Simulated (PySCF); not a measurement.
# C4H8O3S: NMR shifts and electronic excitations in gas and solvents, part 1 of 2

Aim: compute the NMR shifts and electronic excitations of C4H8O3S (`CS(=O)(=O)C1COC1`), and see what a dielectric continuum does where one was used.

Computed with PySCF 2.14.0, with density-fitted response routines of our own, on a single molecule, in the gas phase or a continuum. Atoms count from 0, in the outputs and in this text.

**1. Starting geometry**

16 atoms, charge 0, multiplicity 1; geometry from: GFN2-xTB. The atoms were then displaced at random by about 0.01 Å, so the start is not that level's minimum.

Bonds of the start (Å): C0–S1 1.83, S1–O2 1.43, S1–O3 1.44, S1–C4 1.83, C4–C5 1.52, C5–O6 1.44, O6–C7 1.42, C7–C4 1.50, C0–H8 1.05, C0–H9 1.08, C0–H10 1.10, C4–H11 1.10, C5–H12 1.12, C5–H13 1.08, C7–H14 1.09, C7–H15 1.11.

**2. Optimising the geometry at PBE0-D3(BJ)/def2-SVP**

The job: settings as JSON, then the geometry in Å.

```
{"job": {"xc": "PBE0", "basis": "def2-SVP", "d3": "d3bj", "grid": 1, "shake": 0.01, "kind": "geom"}, "charge": 0, "multiplicity": 1}
C      1.793170    -0.193890    -0.623990
S      0.992960     0.167270     0.981730
O      1.274200     1.526290     1.343150
O      1.405430    -0.869320     1.894270
C     -0.812390     0.064770     0.715360
C     -1.253780     1.017260    -0.385720
O     -1.344100    -0.087250    -1.298300
C     -1.189560    -1.030210    -0.243150
H      2.082160    -1.199010    -0.616340
H      2.628980     0.484920    -0.687640
H      1.063300     0.034770    -1.418420
H     -1.269160     0.129400     1.710470
H     -2.248630     1.502300    -0.234640
H     -0.531840     1.763580    -0.681150
H     -0.452170    -1.804240    -0.447440
H     -2.157600    -1.508990     0.002530
```

Command:

```bash
> OMP_NUM_THREADS=1 python probes_run.py task.json out
```

The driver reads the jobs from task.json and runs them one after another.

The program printed:

```text
step   0  E = -780.02432265  max force = 0.038573
step   1  E = -780.03138720  max force = 0.008256
step   2  E = -780.03198463  max force = 0.003252
step   3  E = -780.03210978  max force = 0.001087
step   4  E = -780.03219168  max force = 0.001571
step   5  E = -780.03229299  max force = 0.002816
step   6  E = -780.03241658  max force = 0.003084
step   7  E = -780.03240126  max force = 0.004121
step   8  E = -780.03260624  max force = 0.003083
step   9  E = -780.03266331  max force = 0.001680
step  10  E = -780.03274057  max force = 0.000960
step  11  E = -780.03277770  max force = 0.000819
step  12  E = -780.03280176  max force = 0.001074
step  13  E = -780.03281252  max force = 0.000849
step  14  E = -780.03282139  max force = 0.000236
optimisation converged
```

Wall time 2.2 min (1 thread of Arm Neoverse V2, shared host); peak memory 0.65 GiB.

Relaxation path:

| step | energy from step 0 (eV) | largest force component (eV/Å) |
| --- | --- | --- |
| 0 | 0.0000 | 1.9835 |
| 1 | -0.1922 | 0.4245 |
| 2 | -0.2085 | 0.1672 |
| 3 | -0.2119 | 0.0559 |
| 4 | -0.2141 | 0.0808 |
| 5 | -0.2169 | 0.1448 |
| 6 | -0.2202 | 0.1586 |
| 7 | -0.2198 | 0.2119 |
| 8 | -0.2254 | 0.1585 |
| 9 | -0.2270 | 0.0864 |
| 10 | -0.2291 | 0.0494 |
| 11 | -0.2301 | 0.0421 |
| 12 | -0.2307 | 0.0552 |
| 13 | -0.2310 | 0.0437 |
| 14 | -0.2313 | 0.0121 |

Close pairs (by a distance rule), those that changed most:

| bond | before (Å) | after (Å) | change (Å) |
| --- | --- | --- | --- |
| C0–H8 | 1.046 | 1.096 | +0.050 |
| C0–S1 | 1.830 | 1.787 | -0.043 |
| S1–C4 | 1.828 | 1.795 | -0.033 |
| S1–O2 | 1.434 | 1.460 | +0.026 |
| C4–C7 | 1.503 | 1.527 | +0.024 |
| C5–H13 | 1.080 | 1.103 | +0.023 |
| C0–H9 | 1.079 | 1.098 | +0.020 |
| S1–O3 | 1.441 | 1.460 | +0.019 |

The next job starts from the end point, and lists it.

| at the end point | value |
| --- | --- |
| rotational constants (GHz, main isotopes) | 3.126, 1.384, 1.320 |
| dipole moment (D) | 2.91 |

**3. Shielding tensors: PBE0/pcSseg-1 in acetonitrile**

The job: settings as JSON, then the geometry in Å.

```
{"job": {"kind": "nmr", "xc": "PBE0", "basis": "pcSseg-1", "solvent": "acetonitrile", "pop": true}, "charge": 0, "multiplicity": 1}
C      1.552638     0.400885    -0.594753
S      0.797178     0.774836     0.980620
O      0.920395     2.213717     1.195482
O      1.309435    -0.183632     1.956196
C     -0.952066     0.417383     0.796630
C     -1.625175     0.957117    -0.463315
O     -1.642290    -0.345036    -1.043782
C     -1.282559    -0.948431     0.198062
H      1.389292    -0.649708    -0.861814
H      2.620866     0.587081    -0.418986
H      1.173102     1.079540    -1.367173
H     -1.361394     0.686333     1.781029
H     -2.640069     1.351790    -0.277997
H     -1.064109     1.698023    -1.056766
H     -0.452436    -1.669586     0.114040
H     -2.135096    -1.448934     0.690165
```

Level: GIAO PBE0/pcSseg-1 NMR shielding, non-relativistic, IEF-PCM acetonitrile.

The program printed:

```text
coarse grid: 14192 points
cycle   1  E = -780.0532747214  dE =  1.805e+00  |g| = 1.213e+00  |ddm| = 3.736e+00
cycle   2  E = -779.4966894489  dE =  5.566e-01  |g| = 2.124e+00  |ddm| = 2.631e+00
cycle   3  E = -780.3073397023  dE = -8.107e-01  |g| = 1.590e-01  |ddm| = 1.876e+00
cycle   4  E = -780.3120472113  dE = -4.708e-03  |g| = 7.649e-02  |ddm| = 1.878e-01
cycle   5  E = -780.3132029327  dE = -1.156e-03  |g| = 1.811e-02  |ddm| = 5.902e-02
cycle   6  E = -780.3132577816  dE = -5.485e-05  |g| = 5.222e-03  |ddm| = 1.418e-02
cycle   7  E = -780.3132625692  dE = -4.788e-06  |g| = 8.289e-04  |ddm| = 3.533e-03
final grid: 133184 points
cycle   8  E = -780.3962945474  dE = -2.534e-05  |g| = 1.552e-02  |ddm| = 3.300e-02
cycle   9  E = -780.3962351532  dE =  5.939e-05  |g| = 2.368e-02  |ddm| = 2.752e-02
cycle  10  E = -780.3963406267  dE = -1.055e-04  |g| = 2.156e-03  |ddm| = 1.695e-02
cycle  11  E = -780.3963415003  dE = -8.736e-07  |g| = 2.562e-04  |ddm| = 1.784e-03
cycle  12  E = -780.3963415079  dE = -7.627e-09  |g| = 1.601e-04  |ddm| = 2.720e-04
cycle  13  E = -780.3963415123  dE = -4.350e-09  |g| = 2.944e-05  |ddm| = 1.320e-04
cycle  14  E = -780.3963415125  dE = -1.692e-10  |g| = 6.880e-06  |ddm| = 2.904e-05
converged SCF energy = -780.3963415125

GIAO shielding tensors (ppm)
atom      isotropic    diamagn.    paramagn.     s11        s22        s33       span
  0 C      146.958     256.852    -109.894    119.990    131.088    189.795     69.805
  1 S      176.248    1052.165    -875.917     33.263    187.670    307.811    274.548
  2 O      136.753     399.376    -262.623     74.938    127.490    207.833    132.895
  3 O      137.624     401.481    -263.858     78.613    127.394    206.864    128.252
  4 C      119.903     260.130    -140.227    101.385    117.862    140.461     39.076
  5 C      111.565     249.326    -137.761     83.790     89.469    161.435     77.645
  6 O      323.345     398.600     -75.256    257.734    355.539    356.762     99.028
  7 C      111.136     248.863    -137.728     83.156     89.053    161.198     78.042
  8 H       27.970      31.417      -3.448     24.267     26.528     33.114      8.847
  9 H       28.165      27.505       0.660     25.522     26.172     32.801      7.279
 10 H       28.020      30.625      -2.606     24.387     26.394     33.278      8.890
 11 H       27.404      31.318      -3.914     23.530     28.180     30.501      6.971
 12 H       25.982      28.660      -2.677     22.807     25.092     30.047      7.240
 13 H       26.669      30.457      -3.788     23.664     25.959     30.383      6.719
 14 H       26.692      31.029      -4.336     23.688     26.076     30.312      6.624
 15 H       25.982      29.165      -3.183     22.807     25.135     30.004      7.197
```

Wall time 21 s (1 thread of Arm Neoverse V2, shared host); peak memory 0.95 GiB.

Shifts follow as δ = σ(reference) − σ, with reference shieldings (ppm) from runs at the same level and on the same kind of geometry: 1H TMS 31.24, 13C TMS 185.5, 17O H2O 343.0, 33S CS2 495. The references are single molecules in the same continuum, so shifts against H2O, NH3, PH3, H3PO4 or CFCl3 are not on the usual liquid scales and can be off by tens of ppm. Atoms listed in one row are averaged.

| atoms | environment | σ (ppm) | δ (ppm) |
| --- | --- | --- | --- |
| C5, C7 | sp3 CH2 bonded to O | 111.4 | 74.1 |
| C4 | sp3 CH bonded to S | 119.9 | 65.6 |
| C0 | methyl carbon bonded to S | 147.0 | 38.5 |
| H12, H15 | hydrogen on an sp3 CH2 bonded to O | 25.98 | 5.26 |
| H13, H14 | hydrogen on an sp3 CH2 bonded to O | 26.68 | 4.56 |
| H11 | hydrogen on an sp3 CH bonded to S | 27.40 | 3.84 |
| H8, H9, H10 | hydrogen on a methyl carbon bonded to S | 28.05 | 3.19 |
| S1 | sulfone sulfur | 176 | 319 |
| O2, O3 | S=O oxygen | 137.2 | 205.8 |
| O6 | ether oxygen | 323.3 | 19.7 |

Charges from the same density, by scheme (e):

| atoms | Mulliken | IAO | Hirshfeld | ESP fit |
| --- | --- | --- | --- | --- |
| C0 | -0.39 | -0.63 | -0.11 | -0.72 |
| S1 | 0.98 | 1.98 | 0.51 | 1.14 |
| O2, O3 | -0.59 | -0.92 | -0.36 | -0.61 |
| C4 | -0.51 | -0.35 | -0.04 | -0.42 |
| C5, C7 | 0.14 | -0.04 | 0.01 | 0.21 |
| O6 | -0.53 | -0.44 | -0.19 | -0.48 |

Mayer bond orders: C0–S1 0.94, S1–O2 1.67, S1–O3 1.67, S1–C4 0.86, C4–C5 0.96, C5–O6 0.91, O6–C7 0.91, C7–C4 0.96.

Ring of atoms C4, C5, O6, C7: NICS(0) 0.4, NICS(1) 1.0, NICS(1)zz 1.9 ppm (means of both faces).

**4. NMR shieldings: PBE0/pcSseg-1 in benzene**

Same as in step 3 but for these lines:

```diff
@@ -1,2 +1,2 @@
-{"job": {"kind": "nmr", "xc": "PBE0", "basis": "pcSseg-1", "solvent": "acetonitrile", "pop": true}, "charge": 0, "multiplicity": 1}
+{"job": {"kind": "nmr", "xc": "PBE0", "basis": "pcSseg-1", "solvent": "benzene", "pop": false}, "charge": 0, "multiplicity": 1}
 C      1.552638     0.400885    -0.594753
```

Level: GIAO PBE0/pcSseg-1 NMR shielding, non-relativistic, IEF-PCM benzene.

The program printed:

```text
coarse grid: 14192 points
cycle   1  E = -780.0335915182  dE =  1.824e+00  |g| = 1.225e+00  |ddm| = 3.736e+00
cycle   2  E = -779.3924008738  dE =  6.412e-01  |g| = 2.233e+00  |ddm| = 2.870e+00
cycle   3  E = -780.2954906110  dE = -9.031e-01  |g| = 1.764e-01  |ddm| = 2.079e+00
cycle   4  E = -780.3012429000  dE = -5.752e-03  |g| = 8.696e-02  |ddm| = 2.185e-01
cycle   5  E = -780.3027117955  dE = -1.469e-03  |g| = 2.126e-02  |ddm| = 6.797e-02
cycle   6  E = -780.3027892496  dE = -7.745e-05  |g| = 5.763e-03  |ddm| = 1.708e-02
cycle   7  E = -780.3027951223  dE = -5.873e-06  |g| = 9.446e-04  |ddm| = 4.048e-03
final grid: 133184 points
cycle   8  E = -780.3858591659  dE = -2.469e-05  |g| = 1.566e-02  |ddm| = 3.313e-02
cycle   9  E = -780.3857940364  dE =  6.513e-05  |g| = 2.433e-02  |ddm| = 2.882e-02
cycle  10  E = -780.3859059702  dE = -1.119e-04  |g| = 2.356e-03  |ddm| = 1.821e-02
cycle  11  E = -780.3859070087  dE = -1.038e-06  |g| = 2.874e-04  |ddm| = 1.957e-03
cycle  12  E = -780.3859070186  dE = -9.949e-09  |g| = 1.707e-04  |ddm| = 3.017e-04
cycle  13  E = -780.3859070237  dE = -5.047e-09  |g| = 3.221e-05  |ddm| = 1.490e-04
cycle  14  E = -780.3859070239  dE = -2.044e-10  |g| = 7.983e-06  |ddm| = 3.325e-05
converged SCF energy = -780.3859070239

GIAO shielding tensors (ppm)
atom      isotropic    diamagn.    paramagn.     s11        s22        s33       span
  0 C      147.232     256.828    -109.596    121.357    131.347    188.991     67.635
  1 S      181.231    1051.836    -870.605     29.588    187.369    326.736    297.148
  2 O      127.181     398.559    -271.378     65.082    121.403    195.058    129.976
  3 O      128.096     400.648    -272.552     68.967    121.182    194.139    125.172
  4 C      120.531     260.043    -139.512    103.586    117.944    140.062     36.476
  5 C      111.694     249.289    -137.596     84.431     89.842    160.808     76.377
  6 O      319.505     397.736     -78.231    254.272    351.682    352.563     98.291
  7 C      111.225     248.762    -137.537     83.732     89.367    160.575     76.843
  8 H       28.182      31.652      -3.470     24.522     26.812     33.211      8.689
  9 H       28.299      27.713       0.586     25.741     26.378     32.777      7.037
 10 H       28.241      30.883      -2.642     24.649     26.695     33.378      8.728
 11 H       27.632      31.623      -3.991     23.874     28.442     30.581      6.707
 12 H       26.135      28.819      -2.684     23.007     25.240     30.158      7.151
 13 H       26.823      30.601      -3.778     23.859     26.063     30.547      6.688
 14 H       26.830      31.121      -4.292     23.869     26.159     30.462      6.593
 15 H       26.133      29.301      -3.168     23.006     25.283     30.111      7.105
```

It took 19 s on 1 thread of Arm Neoverse V2, shared host; peak memory 1 GiB.

This run: δ C5 73.4, C4 64.3, C0 37.6, S1 314, H12 5.12, H13 4.43 ppm (means over like atoms).

(Continued in part 2 of 2.)
